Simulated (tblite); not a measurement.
# H8O4Si4: the cost of one run

Programs: tblite 0.8.0 and PySCF 2.14.0. All values are calculated, for the isolated system unless a continuum is named. Atoms count from 0, parts from 1.

## Step 1: The system as given

16 atoms, charge 0, multiplicity 1; geometry: distance geometry start.

## Step 2: Relaxing the cluster with GFN2-xTB

The job: settings as JSON, then the geometry in Å.

```
{"job": {"kind": "relax", "xc": "GFN2-xTB", "basis": "xTB"}, "charge": 0, "multiplicity": 1}
O     -0.803055    -1.284019     0.428162
Si    -2.349538    -0.871380     0.826056
O     -2.610065     0.675874     0.246514
Si    -1.706552     1.672963    -0.718319
O     -0.222489     0.948650    -0.934654
Si     0.307958    -0.591855    -0.599747
O      1.795007    -0.553499     0.129509
Si     3.371820    -0.252321    -0.301420
H     -2.536683    -0.896179     2.292083
H     -3.301064    -1.785842     0.187065
H     -1.531689     2.971365    -0.079707
H     -2.374438     1.799790    -2.048697
H      0.374806    -1.378255    -1.860596
H      4.238279    -0.413562     0.864945
H      3.510276     1.154269    -0.832619
H      3.802778    -1.200960    -1.372799
```

Level: GFN2-xTB geometry optimisation, gas phase.

On the command line:

```
OMP_NUM_THREADS=1 python cluster_run.py task.json out
```

The driver reads the jobs from task.json and runs them one after another.

Q: Estimate the wall time of this first job on 1 thread of Arm Neoverse V1, shared host.

About 5.7 s.
